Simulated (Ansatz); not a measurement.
Born–Oppenheimer molecular dynamics of a periodic cell of 16 atoms, Ta (start crystal Ta, start structure bcc, volume 1.15 times the crystal's). It starts from a structure without forces on its atoms.

Theory: DFT LDA, scalar-relativistic, plane waves, PAW in Ansatz 0.2.0. Settings: accuracy low, cutoff 420 eV, k mesh 2x2x2, fermi-dirac smearing 0.17 eV, no spin polarisation.

* ensemble: NVT, Langevin thermostat
* time step: 4.5 fs
* steps asked: 100
* set temperature: 2000 K
* friction: 0.02 /fs
* seed: 633714

Frames 9 fs apart, positions in Å.

Velocities at 0.0 fs (Å/ps):

```
Ta -0.55 -0.20 2.57
Ta 2.20 -0.38 2.54
Ta -1.45 -2.32 -4.41
Ta -0.33 1.11 -4.23
Ta -2.47 -2.13 -3.69
Ta -4.23 -2.44 -2.40
Ta 4.48 0.34 3.08
Ta 2.96 -2.67 -0.29
Ta 1.89 1.92 -0.28
Ta -2.28 2.06 -1.13
Ta -0.89 3.32 4.03
Ta -0.64 1.06 -0.80
Ta 3.28 -2.22 -9.29
Ta -2.99 0.89 3.63
Ta 2.66 2.71 6.13
Ta -1.64 -1.05 4.54
```

```xyz
16
Lattice="6.9357 0.0000 0.0000 0.0000 6.9357 0.0000 0.0000 0.0000 6.9357" Properties=species:S:1:pos:R:3 time_fs=0.0 energy_less_start_eV=0.000 T=1875
Ta 0.000 0.000 0.000
Ta 3.468 0.000 0.000
Ta 0.000 3.468 0.000
Ta 0.000 0.000 3.468
Ta 1.734 1.734 1.734
Ta 3.468 3.468 0.000
Ta 3.468 0.000 3.468
Ta 5.202 1.734 1.734
Ta 0.000 3.468 3.468
Ta 1.734 5.202 1.734
Ta 1.734 1.734 5.202
Ta 3.468 3.468 3.468
Ta 5.202 5.202 1.734
Ta 5.202 1.734 5.202
Ta 1.734 5.202 5.202
Ta 5.202 5.202 5.202
16
Lattice="6.9357 0.0000 0.0000 0.0000 6.9357 0.0000 0.0000 0.0000 6.9357" Properties=species:S:1:pos:R:3 time_fs=9.0 energy_less_start_eV=0.098 T=1856
Ta -0.002 0.012 0.025
Ta 3.480 -0.003 0.006
Ta -0.018 3.455 -0.033
Ta -0.008 0.008 3.424
Ta 1.704 1.715 1.696
Ta 3.417 3.450 -0.030
Ta 3.489 -0.008 3.490
Ta 5.227 1.721 1.749
Ta 0.010 3.490 3.482
Ta 1.705 5.231 1.719
Ta 1.734 1.759 5.239
Ta 3.454 3.470 3.458
Ta 5.250 5.185 1.662
Ta 5.174 1.749 5.231
Ta 1.751 5.221 5.247
Ta 5.192 5.176 5.236
16
Lattice="6.9357 0.0000 0.0000 0.0000 6.9357 0.0000 0.0000 0.0000 6.9357" Properties=species:S:1:pos:R:3 time_fs=18.0 energy_less_start_eV=0.367 T=1791
Ta 0.017 0.048 0.051
Ta 3.479 0.005 -0.005
Ta -0.025 3.440 -0.045
Ta -0.022 0.019 3.370
Ta 1.674 1.679 1.659
Ta 3.375 3.435 -0.064
Ta 3.490 -0.028 3.513
Ta 5.257 1.702 1.780
Ta 0.000 3.520 3.505
Ta 1.683 5.260 1.699
Ta 1.740 1.790 5.269
Ta 3.443 3.465 3.449
Ta 5.291 5.178 1.605
Ta 5.141 1.758 5.253
Ta 1.782 5.232 5.263
Ta 5.202 5.140 5.240
16
Lattice="6.9357 0.0000 0.0000 0.0000 6.9357 0.0000 0.0000 0.0000 6.9357" Properties=species:S:1:pos:R:3 time_fs=27.0 energy_less_start_eV=0.746 T=1857
Ta 0.041 0.088 0.075
Ta 3.481 0.000 -0.005
Ta -0.019 3.421 -0.035
Ta -0.038 0.046 3.334
Ta 1.669 1.659 1.654
Ta 3.337 3.438 -0.090
Ta 3.509 -0.052 3.535
Ta 5.263 1.692 1.806
Ta -0.019 3.536 3.524
Ta 1.685 5.287 1.683
Ta 1.727 1.807 5.300
Ta 3.422 3.443 3.447
Ta 5.314 5.173 1.533
Ta 5.077 1.757 5.286
Ta 1.829 5.252 5.261
Ta 5.208 5.125 5.216
16
Lattice="6.9357 0.0000 0.0000 0.0000 6.9357 0.0000 0.0000 0.0000 6.9357" Properties=species:S:1:pos:R:3 time_fs=36.0 energy_less_start_eV=1.157 T=1696
Ta 0.066 0.116 0.108
Ta 3.482 0.010 0.008
Ta -0.010 3.399 -0.023
Ta -0.027 0.050 3.325
Ta 1.704 1.647 1.668
Ta 3.326 3.451 -0.104
Ta 3.533 -0.077 3.513
Ta 5.261 1.695 1.819
Ta -0.032 3.540 3.533
Ta 1.685 5.319 1.680
Ta 1.710 1.836 5.346
Ta 3.393 3.420 3.442
Ta 5.343 5.148 1.464
Ta 5.012 1.741 5.319
Ta 1.868 5.266 5.259
Ta 5.210 5.111 5.201
16
Lattice="6.9357 0.0000 0.0000 0.0000 6.9357 0.0000 0.0000 0.0000 6.9357" Properties=species:S:1:pos:R:3 time_fs=45.0 energy_less_start_eV=1.631 T=1700
Ta 0.086 0.143 0.159
Ta 3.489 0.010 0.029
Ta -0.028 3.384 -0.013
Ta 0.001 0.054 3.347
Ta 1.744 1.650 1.696
Ta 3.315 3.470 -0.126
Ta 3.546 -0.099 3.492
Ta 5.258 1.698 1.835
Ta -0.045 3.541 3.530
Ta 1.695 5.339 1.681
Ta 1.708 1.876 5.404
Ta 3.384 3.385 3.443
Ta 5.370 5.148 1.418
Ta 4.956 1.713 5.344
Ta 1.911 5.251 5.272
Ta 5.205 5.094 5.221
16
Lattice="6.9357 0.0000 0.0000 0.0000 6.9357 0.0000 0.0000 0.0000 6.9357" Properties=species:S:1:pos:R:3 time_fs=54.0 energy_less_start_eV=2.150 T=1323
Ta 0.090 0.166 0.193
Ta 3.491 0.010 0.051
Ta -0.041 3.370 -0.015
Ta 0.014 0.058 3.360
Ta 1.775 1.659 1.719
Ta 3.304 3.471 -0.156
Ta 3.550 -0.104 3.493
Ta 5.248 1.686 1.850
Ta -0.065 3.538 3.521
Ta 1.711 5.350 1.686
Ta 1.715 1.919 5.470
Ta 3.391 3.359 3.442
Ta 5.388 5.163 1.379
Ta 4.910 1.689 5.366
Ta 1.921 5.231 5.276
Ta 5.210 5.095 5.255
16
Lattice="6.9357 0.0000 0.0000 0.0000 6.9357 0.0000 0.0000 0.0000 6.9357" Properties=species:S:1:pos:R:3 time_fs=63.0 energy_less_start_eV=2.697 T=1083
Ta 0.068 0.182 0.211
Ta 3.480 0.014 0.069
Ta -0.045 3.341 -0.009
Ta 0.026 0.034 3.353
Ta 1.796 1.636 1.726
Ta 3.295 3.466 -0.204
Ta 3.573 -0.115 3.497
Ta 5.231 1.663 1.860
Ta -0.085 3.538 3.519
Ta 1.737 5.333 1.704
Ta 1.730 1.969 5.506
Ta 3.408 3.314 3.440
Ta 5.411 5.184 1.348
Ta 4.908 1.681 5.383
Ta 1.929 5.225 5.269
Ta 5.219 5.096 5.293
16
Lattice="6.9357 0.0000 0.0000 0.0000 6.9357 0.0000 0.0000 0.0000 6.9357" Properties=species:S:1:pos:R:3 time_fs=72.0 energy_less_start_eV=3.134 T=1002
Ta 0.044 0.197 0.204
Ta 3.478 0.004 0.084
Ta -0.037 3.314 0.003
Ta 0.025 0.004 3.350
Ta 1.799 1.613 1.732
Ta 3.285 3.455 -0.262
Ta 3.588 -0.132 3.486
Ta 5.210 1.643 1.871
Ta -0.083 3.512 3.517
Ta 1.753 5.300 1.716
Ta 1.732 2.002 5.523
Ta 3.433 3.278 3.452
Ta 5.428 5.197 1.320
Ta 4.911 1.700 5.397
Ta 1.918 5.218 5.246
Ta 5.205 5.111 5.306
16
Lattice="6.9357 0.0000 0.0000 0.0000 6.9357 0.0000 0.0000 0.0000 6.9357" Properties=species:S:1:pos:R:3 time_fs=81.0 energy_less_start_eV=3.544 T=1245
Ta 0.021 0.211 0.186
Ta 3.473 -0.023 0.097
Ta -0.007 3.305 0.028
Ta 0.015 -0.007 3.365
Ta 1.778 1.589 1.727
Ta 3.270 3.427 -0.292
Ta 3.563 -0.132 3.468
Ta 5.192 1.628 1.891
Ta -0.075 3.489 3.529
Ta 1.756 5.279 1.698
Ta 1.731 2.044 5.542
Ta 3.448 3.273 3.447
Ta 5.435 5.197 1.292
Ta 4.926 1.718 5.409
Ta 1.890 5.204 5.215
Ta 5.176 5.132 5.288
16
Lattice="6.9357 0.0000 0.0000 0.0000 6.9357 0.0000 0.0000 0.0000 6.9357" Properties=species:S:1:pos:R:3 time_fs=90.0 energy_less_start_eV=3.668 T=1074
Ta 0.001 0.232 0.169
Ta 3.466 -0.036 0.123
Ta 0.014 3.305 0.028
Ta 0.017 -0.013 3.384
Ta 1.753 1.569 1.731
Ta 3.267 3.394 -0.299
Ta 3.522 -0.103 3.462
Ta 5.161 1.605 1.900
Ta -0.068 3.473 3.547
Ta 1.754 5.275 1.671
Ta 1.725 2.047 5.533
Ta 3.460 3.263 3.430
Ta 5.445 5.184 1.266
Ta 4.938 1.729 5.411
Ta 1.854 5.196 5.198
Ta 5.143 5.136 5.254
16
Lattice="6.9357 0.0000 0.0000 0.0000 6.9357 0.0000 0.0000 0.0000 6.9357" Properties=species:S:1:pos:R:3 time_fs=99.0 energy_less_start_eV=3.543 T=1278
Ta -0.012 0.272 0.136
Ta 3.469 -0.054 0.120
Ta 0.018 3.307 0.028
Ta 0.013 -0.005 3.422
Ta 1.731 1.556 1.745
Ta 3.277 3.374 -0.296
Ta 3.491 -0.080 3.448
Ta 5.144 1.587 1.905
Ta -0.067 3.470 3.562
Ta 1.757 5.289 1.634
Ta 1.693 2.025 5.511
Ta 3.473 3.223 3.421
Ta 5.456 5.178 1.234
Ta 4.969 1.744 5.396
Ta 1.813 5.205 5.187
Ta 5.099 5.112 5.214
```

Of the whole run (450 fs, mean temperature of the second half 1952 K): A run of 0.45 ps of so small a system gives no equilibrium averages. Limits of this set-up: coarse k mesh, low accuracy level.

The run took 13 min on 2 threads of Arm Neoverse V2, on a shared host, peak memory 1.1 GiB.
